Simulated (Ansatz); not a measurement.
# I (sc type): the cost of one run

Program: Ansatz 0.2.0. Level of theory: DFT LDA, with the methods named in each step. These are calculated values, not measurements.

1 further run of the same task is left out (it didn't finish). Runs told in other sessions of the task aren't counted.

## 1. The structure to begin with

It takes space group Pm-3m (No. 221, cubic). The conventional cell has a = 3.344 Å, b = 3.344 Å, c = 3.344 Å, α = 90.00°, β = 90.00°, γ = 90.00°. I (site symmetry m-3m) has 6 I at 3.34 Å in its first shell of neighbours.

As a file:

```
I
1.0
     3.34350    0.00000    0.00000
     0.00000    3.34350    0.00000
     0.00000    0.00000    3.34350
I
1
Direct
  0.00000 0.00000 0.00000
```

Whether this phase is the stable one at these pressures isn't tested.

## 2. The reference volume, LAPW

The input, input.yaml:

```yaml
crystal:
  lattice:
    - [3.343500499, 0.0, 0.0]
    - [0.0, 3.343500499, 0.0]
    - [0.0, 0.0, 3.343500499]
  atoms:
    - { symbol: I, position: [0.0, 0.0, 0.0] }
kpoints:
  mp_grid: { grid: [13, 13, 13] }
  band_path:
    path:
      - [0.0, 0.0, 0.0]
      - [0.0, 0.5, 0.0]
      - [0.5, 0.5, 0.0]
      - [0.0, 0.0, 0.0]
      - [0.5, 0.5, 0.5]
      - [0.0, 0.5, 0.0]
      - [0.5, 0.5, 0.5]
      - [0.5, 0.5, 0.0]
    npoints: 14
scf:
  occupations: { method: fermi_dirac, width: 0.05 }
hamiltonian:
  xc: lda
  pseudopotentials: { kind: all_electron, lapw: { basis_error: 0.001 } }
output:
  forces: true
  stress: true
  eigenvalues: true
  populations: true
  dos: { projected: true, de: 0.2, e_range: [-14, 8] }
```

Launch:

```bash
$ ansatz run input.yaml --threads 1 --pin off --max-ram 2048MiB --backend cpu --events-out ev --progress --plain --runs-dir out
```

Q: Estimate wall time and peak memory on 1 thread of Arm Neoverse V2, shared host.

About 8.2 s, with a peak of 0.25 GiB.
